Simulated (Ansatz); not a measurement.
**F on a Mo(100) slab cut from the Im-3m phase: a line through an energy map**

One line of a two-coordinate grid on F on a Mo(100) slab cut from the Im-3m phase (16 atoms of substrate and one adsorbate in a 2 × 2 cell): position of F17 along the first surface vector, from above Mo13 is varied, at position of F17 along the second surface vector, from above Mo13 = 0.500.

The COD entry's cell or inner coordinates are ideal or old and differ from later refinements, so a difference from it is no clean test against experiment.

Program: Ansatz 0.2.0. Level of theory: DFT PBE+D3(BJ), scalar-relativistic, plane waves, PAW. These are calculated values, not measurements.

4 further runs of the same task are left out: 4 set aside as unsound or not needed. Runs told in other sessions of the task aren't counted.

### 1 The starting structure

It takes space group Pmm2 (No. 25, orthorhombic). The conventional cell has a = 6.261 Å, b = 6.261 Å, c = 21.977 Å, α = 90.00°, β = 90.00°, γ = 90.00°. Mo (site symmetry m) is surrounded by 4 Mo at 2.71 Å. Around Mo (site symmetry m) lie 13 Mo at 2.71 to 3.13 Å. Mo (site symmetry m) is surrounded by 8 Mo at 2.61 to 2.75 Å. Mo (site symmetry m) has 9 Mo at 2.61 to 3.13 Å and 1 F at 3.21 Å in its first shell of neighbours. Mo (site symmetry m) has 4 Mo at 2.61 Å in its first shell of neighbours. Only part of the 9 independent sites is listed.

Coordinates:

```cif
data_structure
_symmetry_space_group_name_H-M 'Pmm2'
_symmetry_Int_Tables_number 25
_cell_length_a 6.2605
_cell_length_b 6.2605
_cell_length_c 21.9768
_cell_angle_alpha 90.000
_cell_angle_beta 90.000
_cell_angle_gamma 90.000
_cell_volume 861.36
loop_
_atom_site_label
_atom_site_type_symbol
_atom_site_symmetry_multiplicity
_atom_site_Wyckoff_symbol
_atom_site_fract_x
_atom_site_fract_y
_atom_site_fract_z
_atom_site_occupancy
Mo1 Mo 2 e 0.25000 0.00000 0.18201 1
Mo2 Mo 2 f 0.25000 0.50000 0.18201 1
Mo3 Mo 2 g 0.00000 0.75000 0.25323 1
Mo4 Mo 2 h 0.50000 0.75000 0.25323 1
Mo5 Mo 2 e 0.25000 0.00000 0.32713 1
Mo6 Mo 2 f 0.25000 0.50000 0.32713 1
Mo7 Mo 2 g 0.00000 0.75000 0.39027 1
Mo8 Mo 2 h 0.50000 0.75000 0.39027 1
F1 F 1 a 0.00000 0.00000 0.51767 1
```

This is the geometry of the first run shown, built on a cell relaxed beforehand with the same method.

### 2 What is varied

Atoms count from 1 in the order of the input.

F is moved over the surface cell at a fixed height above a rigid substrate; the origin of the map has the adsorbate above Mo13; the height is held at 2.80 Å.

- position of F17 along the first surface vector, from above Mo13: 8 values from 0.000 to 0.875, periodic
- position of F17 along the second surface vector, from above Mo13: 8 values from 0.000 to 0.875, periodic

Nothing else is relaxed. Points are written as (first, second).

The two vectors of the plane (Å): (3.130, 0.000, 0.000); (0.000, 3.130, 0.000).

### 3 Grid point (0/8, 4/8) of the map's two axes

A dipole layer in the vacuum cancels the field that periodic copies would set up if the slab's two faces differ.

input.yaml reads:

```yaml
crystal:
  lattice:
    - [6.2605007525, 0.0, 0.0]
    - [0.0, 6.2605007525, 0.0]
    - [0.0, 0.0, 21.9767982496]
  atoms:
    - { symbol: Mo, position: [0.25, 0.25, 0.1820101343] }
    - { symbol: Mo, position: [0.25, 0.75, 0.1820101343] }
    - { symbol: Mo, position: [0.75, 0.25, 0.1820101343] }
    - { symbol: Mo, position: [0.75, 0.75, 0.1820101343] }
    - { symbol: Mo, position: [0.0, 0.0, 0.2532272957] }
    - { symbol: Mo, position: [0.0, 0.5, 0.2532272957] }
    - { symbol: Mo, position: [0.5, 0.0, 0.2532272957] }
    - { symbol: Mo, position: [0.5, 0.5, 0.2532272957] }
    - { symbol: Mo, position: [0.25, 0.25, 0.3271327589] }
    - { symbol: Mo, position: [0.25, 0.75, 0.3271327589] }
    - { symbol: Mo, position: [0.75, 0.25, 0.3271327589] }
    - { symbol: Mo, position: [0.75, 0.75, 0.3271327589] }
    - { symbol: Mo, position: [0.0, 0.0, 0.3902660502] }
    - { symbol: Mo, position: [0.0, 0.5, 0.3902660502] }
    - { symbol: Mo, position: [0.5, 0.0, 0.3902660502] }
    - { symbol: Mo, position: [0.5, 0.5, 0.3902660502] }
    - { symbol: F, position: [0.0, 0.25, 0.5176731442] }
basis:
  ecutwfc: 420
kpoints:
  mp_grid: { grid: [5, 5, 1] }
hamiltonian:
  xc: pbe
  pseudopotentials: { kind: paw, azcp: { folder: soft_1 } }
  dispersion: d3bj
scf:
  occupations: { method: gaussian, width: 0.1 }
output:
  forces: true
  eigenvalues: true
efield:
  axis: 3
  dipole_correction: true
  ramp_width: 0.04
```

Started as:

```
> ansatz run input.yaml --threads 4 --pin off --max-ram 12288MiB --backend cpu --events-out ev --progress --plain --runs-dir out
```

The log of the run (excerpt; [...] marks lines left out):

```text
Warning: RAYON_NUM_THREADS=4 ignored (pool sized by the plan → 4); use --threads N
[...]
Pseudopotentials: kind: paw
Pseudopotential: Mo, paw, valence charge 14, recommended cutoff 420 eV (normal), <dir>
Pseudopotential: F, paw, valence charge 7, recommended cutoff 420 eV (normal), <dir>
Functional definition: PBE
[...]
Crystal: 17 atoms, lattice volume = 861.356 Å³
Basis set: ecut = 420 eV, 16941 PW (Γ), exchange–correlation on 90×90×300 points (8 copies of the dense FFT grid, shifted against one another)
Bands: 139, of which v1, the nominal top of the filled ones, is band 116 counted from 1 (115 counted from 0)
Symmetry: 4 space group operations
Space group: Pmm2 (ITA 25), of the structure as read, at distance tolerance 9.5e-5 Å
k-points: 9 of 25
[...]
SCF iter   1: F=—  HF=-80113.651139 eV  |F-HF|=—  |Δ(HF+E_count)|=         —  Δρ=6.60e-2  dr2=1.30e2  ethr=3.10e-3  p=-0.000 e·Å  D=-9.64e-9 V/Å  ΔV_dip=0.00 eV  dr2_dipole=1.37e1  V_vac-E_F(+/−)=6.19/6.19 eV  ⟨swp⟩=8.9  Hψ=6236  notcnv=0
[...]
SCF iter  18: F=-80095.187944 eV  HF=-80095.187944 eV  |F-HF|=3.19e-8  |Δ(HF+E_count)|=   1.36e-7  Δρ=1.35e-6  dr2=3.02e-8  ethr=4.33e-11  p=-0.727 e·Å  D=-1.53e-1 V/Å  ΔV_dip=3.36 eV  dr2_dipole=9.12e-12  V_vac-E_F(+/−)=7.21/3.85 eV  ⟨swp⟩=17.0  Hψ=7637  notcnv=0
[...]
SCF converged after 18 iterations
Free energy (F): -80095.187944 eV
[...]
E sigma→0 (E₀):  -80095.139621 eV
Entropy (-TS):   -0.096647 eV (-5.685 meV/atom)
Fermi energy:    2.273856 eV
Dipole field:    D = -0.152690 V/Å  (p = -0.726827 e·Å, saw-weighted, corrected)
Work function:   Φ+ = 7.2053 eV   Φ− = 3.8496 eV
Levels:          The Fermi level and band energies are counted from a zero that moves with the ramp; work functions are not
[...]
--- Forces (eV/Å), atoms counted from 1 ---
  atom   1  Mo     0.00659902     0.00000000     1.61498251
  atom   2  Mo     0.00891565     0.00000000     1.61283010
  atom   3  Mo    -0.00659902     0.00000000     1.61498251
  atom   4  Mo    -0.00891565     0.00000000     1.61283010
  atom   5  Mo     0.00000000    -0.03808465    -1.67425395
  atom   6  Mo     0.00000000     0.03808465    -1.67425395
  atom   7  Mo     0.00000000    -0.03349879    -1.70587046
  atom   8  Mo     0.00000000     0.03349879    -1.70587046
[...]
--- Band table (eV; the first three rows and the last of 9) ---
[...]
```

Run time: 47 s. Hardware: 4 threads of Arm Neoverse V2, shared host; peak memory 2.5 GiB.

From the log: work function 7.21 eV (top face), 3.85 eV (bottom face); dipole along +c -0.727 e·Å per cell.

### 4 Point (1/8, 4/8) of the map's two axes

input.yaml, as its differences from that of step 3:

```diff
@@ -22,3 +22,3 @@
     - { symbol: Mo, position: [0.5, 0.5, 0.3902660502] }
-    - { symbol: F, position: [0.0, 0.25, 0.5176731442] }
+    - { symbol: F, position: [0.0625, 0.25, 0.5176731442] }
 basis:
```

Started as:

```
> ansatz run input.yaml --threads 4 --pin off --max-ram 12288MiB --backend cpu --events-out ev --progress --plain --runs-dir out
```

The log of the run (excerpt; [...] marks lines left out):

```text
Warning: RAYON_NUM_THREADS=4 ignored (pool sized by the plan → 4); use --threads N
[...]
[... 4 set-up lines as earlier in the session ...]
[...]
Crystal: 17 atoms, lattice volume = 861.356 Å³
Basis set: ecut = 420 eV, 16941 PW (Γ), exchange–correlation on 90×90×300 points (8 copies of the dense FFT grid, shifted against one another)
Bands: 139, of which v1, the nominal top of the filled ones, is band 116 counted from 1 (115 counted from 0)
Symmetry: 2 space group operations
Space group: Pm (ITA 6), of the structure as read, at distance tolerance 9.5e-5 Å
k-points: 9 of 25 (time reversal used)
[...]
SCF converged after 18 iterations
Free energy (F): -80095.159705 eV
[...]
E sigma→0 (E₀):  -80095.111538 eV
Entropy (-TS):   -0.096334 eV (-5.667 meV/atom)
Fermi energy:    2.271119 eV
Dipole field:    D = -0.152964 V/Å  (p = -0.728131 e·Å, saw-weighted, corrected)
Work function:   Φ+ = 7.2120 eV   Φ− = 3.8504 eV
Levels:          The Fermi level and band energies are counted from a zero that moves with the ramp; work functions are not
[...]
--- Forces (eV/Å), atoms counted from 1 ---
  atom   1  Mo     0.00816638     0.00000000     1.62714600
  atom   2  Mo     0.00881585     0.00000000     1.60587801
  atom   3  Mo    -0.00468162     0.00000000     1.60498997
  atom   4  Mo    -0.00831083     0.00000000     1.62094587
  atom   5  Mo    -0.00915068    -0.03614562    -1.67485677
  atom   6  Mo    -0.00915068     0.03614562    -1.67485677
  atom   7  Mo     0.00916683    -0.03266619    -1.70449646
  atom   8  Mo     0.00916683     0.03266619    -1.70449646
[...]
--- Band table (eV; the first three rows and the last of 9) ---
[...]
```

It took 47 s on 4 threads of Arm Neoverse V2, shared host; peak memory 2.5 GiB.

From the log: work function 7.21 eV (top face), 3.85 eV (bottom face); dipole along +c -0.728 e·Å per cell.

### 5 The run at (2/8, 4/8) of the map's two axes

input.yaml, as its differences from that of step 4:

```diff
@@ -22,3 +22,3 @@
     - { symbol: Mo, position: [0.5, 0.5, 0.3902660502] }
-    - { symbol: F, position: [0.0625, 0.25, 0.5176731442] }
+    - { symbol: F, position: [0.125, 0.25, 0.5176731442] }
 basis:
```

Started as:

```
> ansatz run input.yaml --threads 4 --pin off --max-ram 12288MiB --backend cpu --events-out ev --progress --plain --runs-dir out
```

The log of the run (excerpt; [...] marks lines left out):

```text
Warning: RAYON_NUM_THREADS=4 ignored (pool sized by the plan → 4); use --threads N
[...]
[... 4 set-up lines as earlier in the session ...]
[...]
Crystal: 17 atoms, lattice volume = 861.356 Å³
Basis set: ecut = 420 eV, 16941 PW (Γ), exchange–correlation on 90×90×300 points (8 copies of the dense FFT grid, shifted against one another)
Bands: 139, of which v1, the nominal top of the filled ones, is band 116 counted from 1 (115 counted from 0)
[... 2 set-up lines as earlier in the session ...]
k-points: 9 of 25 (time reversal used)
[...]
SCF converged after 18 iterations
Free energy (F): -80095.092185 eV
[...]
E sigma→0 (E₀):  -80095.044363 eV
Entropy (-TS):   -0.095643 eV (-5.626 meV/atom)
Fermi energy:    2.264963 eV
Dipole field:    D = -0.153655 V/Å  (p = -0.731423 e·Å, saw-weighted, corrected)
Work function:   Φ+ = 7.2281 eV   Φ− = 3.8512 eV
Levels:          The Fermi level and band energies are counted from a zero that moves with the ramp; work functions are not
[...]
--- Forces (eV/Å), atoms counted from 1 ---
  atom   1  Mo     0.00815471     0.00000000     1.63861599
  atom   2  Mo     0.00748615     0.00000000     1.60093762
  atom   3  Mo    -0.00306983     0.00000000     1.59928656
  atom   4  Mo    -0.00684938     0.00000000     1.62909233
  atom   5  Mo    -0.01730056    -0.03148895    -1.67739518
  atom   6  Mo    -0.01730056     0.03148895    -1.67739518
  atom   7  Mo     0.01734412    -0.03023649    -1.70072615
  atom   8  Mo     0.01734412     0.03023649    -1.70072615
[...]
--- Band table (eV; the first three rows and the last of 9) ---
[...]
```

Wall time 47 s (4 threads of Arm Neoverse V2, shared host); peak memory 2.5 GiB.

Read from this run: work function 7.23 eV (top face), 3.85 eV (bottom face); dipole along +c -0.731 e·Å per cell.

### 6 Grid point (3/8, 4/8) of the map's two axes

input.yaml, as its differences from that of step 5:

```diff
@@ -22,3 +22,3 @@
     - { symbol: Mo, position: [0.5, 0.5, 0.3902660502] }
-    - { symbol: F, position: [0.125, 0.25, 0.5176731442] }
+    - { symbol: F, position: [0.1875, 0.25, 0.5176731442] }
 basis:
```

Started as:

```
> ansatz run input.yaml --threads 4 --pin off --max-ram 12288MiB --backend cpu --events-out ev --progress --plain --runs-dir out
```

The log of the run (excerpt; [...] marks lines left out):

```text
Warning: RAYON_NUM_THREADS=4 ignored (pool sized by the plan → 4); use --threads N
[...]
[... 4 set-up lines as earlier in the session ...]
[...]
Crystal: 17 atoms, lattice volume = 861.356 Å³
Basis set: ecut = 420 eV, 16941 PW (Γ), exchange–correlation on 90×90×300 points (8 copies of the dense FFT grid, shifted against one another)
Bands: 139, of which v1, the nominal top of the filled ones, is band 116 counted from 1 (115 counted from 0)
[... 2 set-up lines as earlier in the session ...]
k-points: 9 of 25 (time reversal used)
[...]
SCF converged after 20 iterations
Free energy (F): -80095.025680 eV
[...]
E sigma→0 (E₀):  -80094.978151 eV
Entropy (-TS):   -0.095057 eV (-5.592 meV/atom)
Fermi energy:    2.259540 eV
Dipole field:    D = -0.154291 V/Å  (p = -0.734451 e·Å, saw-weighted, corrected)
Work function:   Φ+ = 7.2426 eV   Φ− = 3.8518 eV
Levels:          The Fermi level and band energies are counted from a zero that moves with the ramp; work functions are not
[...]
--- Forces (eV/Å), atoms counted from 1 ---
  atom   1  Mo     0.00531921     0.00000000     1.64676451
  atom   2  Mo     0.00439297     0.00000000     1.59831909
  atom   3  Mo    -0.00162650     0.00000000     1.59763690
  atom   4  Mo    -0.00398222     0.00000000     1.63526799
  atom   5  Mo    -0.02309685    -0.02690676    -1.68242350
  atom   6  Mo    -0.02309685     0.02690676    -1.68242350
  atom   7  Mo     0.02311147    -0.02697270    -1.69526220
  atom   8  Mo     0.02311147     0.02697270    -1.69526220
[...]
--- Band table (eV; the first three rows and the last of 9) ---
[...]
```

Run time: 60 s. Hardware: 4 threads of Arm Neoverse V2, shared host; peak memory 2.5 GiB.

Read from this run: work function 7.24 eV (top face), 3.85 eV (bottom face); dipole along +c -0.734 e·Å per cell.

### 7 Grid point (4/8, 4/8) of the map's two axes

input.yaml, as its differences from that of step 6:

```diff
@@ -22,3 +22,3 @@
     - { symbol: Mo, position: [0.5, 0.5, 0.3902660502] }
-    - { symbol: F, position: [0.1875, 0.25, 0.5176731442] }
+    - { symbol: F, position: [0.25, 0.25, 0.5176731442] }
 basis:
```

Started as:

```
> ansatz run input.yaml --threads 4 --pin off --max-ram 12288MiB --backend cpu --events-out ev --progress --plain --runs-dir out
```

The log of the run (excerpt; [...] marks lines left out):

```text
Warning: RAYON_NUM_THREADS=4 ignored (pool sized by the plan → 4); use --threads N
[...]
[... 4 set-up lines as earlier in the session ...]
[...]
Crystal: 17 atoms, lattice volume = 861.356 Å³
Basis set: ecut = 420 eV, 16941 PW (Γ), exchange–correlation on 90×90×300 points (8 copies of the dense FFT grid, shifted against one another)
Bands: 139, of which v1, the nominal top of the filled ones, is band 116 counted from 1 (115 counted from 0)
Symmetry: 8 space group operations
Space group: P4mm (ITA 99), of the structure as read, at distance tolerance 9.5e-5 Å
k-points: 6 of 25
[...]
SCF converged after 20 iterations
Free energy (F): -80094.998458 eV
[...]
E sigma→0 (E₀):  -80094.951032 eV
Entropy (-TS):   -0.094850 eV (-5.579 meV/atom)
Fermi energy:    2.257509 eV
Dipole field:    D = -0.154588 V/Å  (p = -0.735861 e·Å, saw-weighted, corrected)
Work function:   Φ+ = 7.2487 eV   Φ− = 3.8513 eV
Levels:          The Fermi level and band energies are counted from a zero that moves with the ramp; work functions are not
[...]
--- Forces (eV/Å), atoms counted from 1 ---
  atom   1  Mo     0.00000000     0.00000000     1.64966884
  atom   2  Mo     0.00000000     0.00000000     1.59758015
  atom   3  Mo    -0.00000000     0.00000000     1.59758015
  atom   4  Mo     0.00000000     0.00000000     1.63760950
  atom   5  Mo    -0.02524487    -0.02524487    -1.68884907
  atom   6  Mo    -0.02524487     0.02524487    -1.68884907
  atom   7  Mo     0.02524487    -0.02524487    -1.68884907
  atom   8  Mo     0.02524487     0.02524487    -1.68884907
[...]
--- Band table (eV; the first three rows and the last of 6) ---
[...]
```

Wall time 33 s (4 threads of Arm Neoverse V2, shared host); peak memory 2.3 GiB.

This gives work function 7.25 eV (top face), 3.85 eV (bottom face); dipole along +c -0.736 e·Å per cell.

### 8 Results

```
position of F17 along the first surface vector, from above Mo13  step  energy (meV)  slope (meV per unit fraction)  dipole moment (e·Å)
                                                          0.000     3             0                              0               −0.727
                                                          0.125     4            28                            427               −0.728
                                                          0.250     5            96                            596               −0.731
                                                          0.375     6           162                            414               −0.735
                                                          0.500     7           189                              0               −0.736
                                                          0.625     –           162                           −414               −0.735
                                                          0.750     –            96                           −596               −0.731
                                                          0.875     –            28                           −427               −0.728
```

Energies count from the lowest point of the line. Rows without a step come from runs not printed here or follow by symmetry. Slopes come from the forces (and the stress, where the cell changes), not from differences of energies.

Of the points computed the energy is lowest at 0.000. The highest point computed, at 0.500, lies 189 meV above the lowest. This is one cut through a surface in two coordinates; the map's lowest point lies off it. The host is rigid and the atom is kept to this plane, so wells and barriers of the map are not those of diffusion. The final runs have no spin polarisation, so a magnetic state may lie lower.
